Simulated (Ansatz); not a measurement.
# FeGe: the cost of one run

Computed with Ansatz 0.2.0 (DFT PBE, scalar-relativistic, plane waves, PAW, unless a step's input says otherwise).

## (1) The structure to begin with

The structure is cubic, space group P2_13 (No. 198). Conventional cell: a = 4.689 Å, b = 4.689 Å, c = 4.689 Å, α = 90.00°, β = 90.00°, γ = 90.00°. Fe (site symmetry 3) is surrounded by 7 Ge at 2.38 to 2.64 Å. Around Ge (site symmetry 3) lie 7 Fe at 2.38 to 2.64 Å.

Coordinates:

```
Fe Ge
1.0
     4.68900    0.00000    0.00000
     0.00000    4.68900    0.00000
     0.00000    0.00000    4.68900
Fe Ge
4 4
Cartesian
  0.6330 0.6330 0.6330
  1.7115 4.0560 2.9775
  2.9775 1.7115 4.0560
  4.0560 2.9775 1.7115
  3.9481 3.9481 3.9481
  3.0854 0.7409 1.6036
  1.6036 3.0854 0.7409
  0.7409 1.6036 3.0854
```

The moments start at Fe 2.50 μB.

## (2) Full relaxation

input.yaml reads:

```yaml
crystal:
  lattice:
    - [4.689, 0.0, 0.0]
    - [0.0, 4.689, 0.0]
    - [0.0, 0.0, 4.689]
  atoms:
    - { symbol: Fe, position: [0.135, 0.135, 0.135], spin: 2.5 }
    - { symbol: Fe, position: [0.365, 0.865, 0.635], spin: 2.5 }
    - { symbol: Fe, position: [0.635, 0.365, 0.865], spin: 2.5 }
    - { symbol: Fe, position: [0.865, 0.635, 0.365], spin: 2.5 }
    - { symbol: Ge, position: [0.842, 0.842, 0.842] }
    - { symbol: Ge, position: [0.658, 0.158, 0.342] }
    - { symbol: Ge, position: [0.342, 0.658, 0.158] }
    - { symbol: Ge, position: [0.158, 0.342, 0.658] }
basis:
  ecutwfc: 420
  ecutrho_ratio: 4
kpoints:
  mp_grid: { grid: [8, 8, 8] }
hamiltonian:
  xc: pbe
scf:
  occupations: { method: gaussian, width: 0.05 }
output:
  forces: true
  stress: true
  eigenvalues: true
  populations: true
magnetization:
  spin_polarized: true
relax:
  f_tol: 0.01
  max_steps: 60
  cell: { stress_tol: 0.04 }
```

The run is started by

```console
$ ansatz run input.yaml --threads 4 --pin off --max-ram 10240MiB --backend cpu --events-out ev --progress --plain --runs-dir out
```

What time and memory should one allow on 4 threads of Arm Neoverse V2, shared host?

About 1.7 min, with a peak of 0.84 GiB.
